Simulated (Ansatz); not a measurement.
**H2SSeSi (SMILES S=[SiH][SeH]): single points off equilibrium**

An exercise on one series of results from a longer session: the logs are not shown, and one member is left open.

Program: Ansatz 0.2.0, Gaussian basis. Level of theory: single points in def2-TZVPP. These are calculated values, not measurements.

Cores are frozen in the correlated methods. Filled d shells of the heavier atoms are correlated.

## The starting structure

SMILES `S=[SiH][SeH]`, 5 atoms, charge 0, spin multiplicity 1.

Atoms are counted from 1 here; the program's logs count them from 0.

Bond lengths: S1–Si2 1.868 Å, Si2–Se3 2.358 Å, Si2–H4 1.524 Å, Se3–H5 1.523 Å. Angles: S1–Si2–Se3 124.4°, S1–Si2–H4 131.2°, Se3–Si2–H4 104.3°, Si2–Se3–H5 87.1°.

Geometry (Å):

```mol
H2SSeSi
  3D, bonds by distance, orders not assigned

  5  4  0  0  0  0  0  0  0  0999 V2000
   -2.1065    0.1507    0.7735 S   0  0
   -0.4599   -0.4982    0.1766 Si  0  0
    1.5811    0.6672    0.3692 Se  0  0
   -0.0964   -1.7753   -0.5709 H   0  0
    1.1906    1.4071   -0.9032 H   0  0
  1  2  8  0
  2  3  8  0
  2  4  8  0
  3  5  8  0
M  END
```

Set-up of the first run:

File run/in.yaml:

```yaml
crystal:
  periodic: [false, false, false]
  atoms:
    - {symbol: S, position_ang: [-2.106500, 0.150700, 0.773500]}
    - {symbol: Si, position_ang: [-0.459900, -0.498200, 0.176600]}
    - {symbol: Se, position_ang: [1.581100, 0.667200, 0.369200]}
    - {symbol: H, position_ang: [-0.096400, -1.775300, -0.570900]}
    - {symbol: H, position_ang: [1.190600, 1.407100, -0.903200]}
basis:
  gaussian: {orbitals: def2-TZVPP}
correlation: {method: ccsd_t}
output: {forces: true}
```

The command line of these runs was not kept.

Steps of the session up to this table: CCSD(T)/def2-TZVPP; PBE0-D4/def2-TZVPP; wB97M-V/def2-TZVPP; r2SCAN-D4/def2-TZVPP; PBE-D4/def2-TZVPP; revPBE-D4/def2-TZVPP; LC-wPBE/def2-TZVPP.

One of the session's tables, all rows but one given; the rest of the session is left out.

```
   method  RMS force component (eV/Å)  angle to CCSD(T) forces (°)  dipole (D)
  CCSD(T)                       1.319                    reference        1.71
  PBE0-D4                       1.166                          2.6        1.83
  wB97M-V                       1.164                          5.3        1.85
r2SCAN-D4                       1.200                          1.2        1.75
   PBE-D4                       1.243                          7.3        1.63
revPBE-D4                       1.275                          8.5        1.63
  LC-wPBE                           ?                            ?           ?
```

**Question.** Estimate the row for LC-wPBE.

As computed: RMS force component (eV/Å): 1.087; angle to CCSD(T) forces (°): 13.1; dipole (D): 2.06. In the column «RMS force component (eV/Å)» it is the lowest.
